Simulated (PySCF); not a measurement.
# C₂H₇BGeO₃: spin-spin couplings

Wanted: the spin-spin couplings of C₂H₇BGeO₃ (`C=C([O][GeH3])B(O)O`), by calculation.

Programs: PySCF 2.14.0, with density-fitted response routines of our own. Each step states its level of theory. These are calculated values for one molecule in the gas phase, unless marked as measured. Atoms are numbered from 0 throughout.

### 1 The starting structure

14 atoms, charge 0, multiplicity 1; geometry from: GFN2-xTB.

Bonds of the start (Å): C0–C1 1.34, C1–O2 1.36, O2–Ge3 1.76, C1–B4 1.58, B4–O5 1.35, B4–O6 1.35, C0–H7 1.08, C0–H8 1.08, Ge3–H9 1.50, Ge3–H10 1.50, Ge3–H11 1.50, O5–H12 0.96, O6–H13 0.96.

### 2 Spin-spin couplings: B3LYP/pcSseg-1+pcJ-1

What the job is given:

```
{"job": {"kind": "j", "xc": "B3LYP", "basis": "pcJ-1"}, "charge": 0, "multiplicity": 1}
C     -0.844548    -2.003577     0.306805
C     -0.269983    -0.813615     0.116274
O      1.082162    -0.763902    -0.023583
Ge     2.137369     0.617725    -0.287974
B     -1.054210     0.550309     0.042340
O     -2.392261     0.701600     0.168022
O     -0.287287     1.645599    -0.163258
H     -0.261465    -2.907158     0.350452
H     -1.909323    -2.100655     0.423771
H      3.417574    -0.165356    -0.328898
H      1.888887     1.286791    -1.605808
H      2.142963     1.567232     0.872002
H     -2.896366    -0.096140     0.317166
H     -0.754189     2.480675    -0.209478
```

With the program's defaults for keys left out, this is: B3LYP/pcJ-1 Ge:pcSseg-1 indirect spin-spin coupling, non-relativistic, gas phase.

On the command line:

```console
$ OMP_NUM_THREADS=1 python probes_run.py task.json out
```

One launch serves the whole session: the jobs run in the order shown.

What will the session give for the following? largest coupling of the table (B3LYP/pcSseg-1+pcJ-1). Wanted: largest coupling of the table.

The runs gave:

```
                                            quantity                    value
largest coupling of the table (B3LYP/pcSseg-1+pcJ-1)  1J(C,H) C0–H7, 168.2 Hz
```

What this shows: Of the pairs tabulated at B3LYP/pcSseg-1+pcJ-1, C0–H7 couples most strongly (168.2 Hz; Fermi contact 167.1 Hz). Couplings across rotatable bonds belong to this one conformer; where others are populated, the observed values are averages. Spin-orbit coupling is left out, which matters for shieldings and couplings at and beside the heavy atoms.
